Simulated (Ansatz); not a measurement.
BiTe:

```
Bi Te
1.0
     0.00000    3.23500    3.23500
     3.23500    0.00000    3.23500
     3.23500    3.23500    0.00000
Bi Te
1 1
Direct
  0.00000 0.00000 0.00000
  0.50000 0.50000 0.50000
```

| Item | Value |
| --- | --- |
| Program | Ansatz 0.2.0 |
| Task | relaxation of cell and atoms |
| Functional | PBEsol |
| Dispersion | D4 |
| Potentials or basis | Ansatz PAW |
| Cutoff | 420 eV (not typed: the program's choice for these potentials) |
| k mesh | 7 × 7 × 7 |
| Occupations | fermi-dirac, width 0.05 eV |
| Spin | no spin polarisation |

At the start: volume 33.86 Å³/atom.

Task: How do energy, volume and symmetry change on relaxing?

Result: It ends after 5 steps and the volume is 32.01 Å³/atom (-5.4 %); space group Fm-3m (No. 225, to 0.05 Å).

The path:
| step | energy change (eV) | largest force (eV/Å) | volume (Å³) |
| --- | --- | --- | --- |
| 1 | 0.0000 | 0.0000 | 67.71 |
| 2 | -0.0254 | 0.0000 | 62.21 |
| 3 | -0.0344 | 0.0000 | 64.19 |
| 4 | -0.0345 | 0.0000 | 64.02 |
| 5 | -0.0339 | 0.0000 | 64.02 |

Final structure:
```
Bi Te
1.0
     0.00000    3.17517    3.17517
     3.17517    0.00000    3.17517
     3.17517    3.17517    0.00000
Bi Te
1 1
Cartesian
  0.0000 0.0000 0.0000
  3.1752 3.1752 3.1752
```

Caveat: the plane-wave basis is chosen anew once the cell has moved, so the energies of steps on either side of that aren't comparable; pairwise dispersion overbinds metals, which lowers pressure and volume; the PAW data sets come from PBE, with cores solved anew for the run's functional, which leaves a small shift of forces and pressure.
